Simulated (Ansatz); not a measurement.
# MoS2: the cost of one run

Method: DFT PBEsol, scalar-relativistic, plane waves, PAW, and further levels as typed in the inputs, in Ansatz 0.2.0.

### 1 Starting point

Symmetry: P-6m2, No. 187, hexagonal system. Conventional cell: a = 3.160 Å, b = 3.160 Å, c = 21.130 Å, α = 90.00°, β = 90.00°, γ = 120.00°. Around S (site symmetry 3m) lie 3 Mo at 2.40 Å. Mo (site symmetry -6m2) has 6 S at 2.40 Å as nearest neighbours.

Structure file:

```xyz
3
Lattice="3.1600 0.0000 0.0000 -1.5800 2.7366 0.0000 0.0000 0.0000 21.1300" Properties=species:S:1:pos:R:3 pbc="T T T"
S     1.5800    0.9122    9.0000
Mo    0.0000    1.8244   10.5650
S     1.5800    0.9122   12.1300
```

### 2 Relaxing the atoms: MoS2 sheet, no spin

The input, input.yaml:

```yaml
crystal:
  lattice:
    - [3.16, 0.0, 0.0]
    - [-1.58, 2.736640276, 0.0]
    - [0.0, 0.0, 21.13]
  atoms:
    - { symbol: S, position: [0.6666666667, 0.3333333333, 0.42593469] }
    - { symbol: Mo, position: [0.3333333333, 0.6666666667, 0.5] }
    - { symbol: S, position: [0.6666666667, 0.3333333333, 0.57406531] }
  periodic: [true, true, false]
scf:
  occupations: { method: gaussian, width: 0.02 }
  n_extra_bands: 6
output:
  forces: true
  stress: false
  write_density: true
  write_potential: true
  elf: true
  volumetric_format: npy
kpoints:
  mp_grid: { grid: [12, 12, 1] }
hamiltonian:
  xc: pbesol
relax:
  f_tol: 0.003
  max_steps: 100
```

The run is started by

```
$ ansatz run input.yaml --threads 8 --pin off --max-ram 24576MiB --backend cpu --events-out ev --progress --plain --runs-dir out
```

What time and memory should one allow on 8 threads of Arm Neoverse V2, shared host?

About 4.4 s, with a peak of 0.67 GiB.
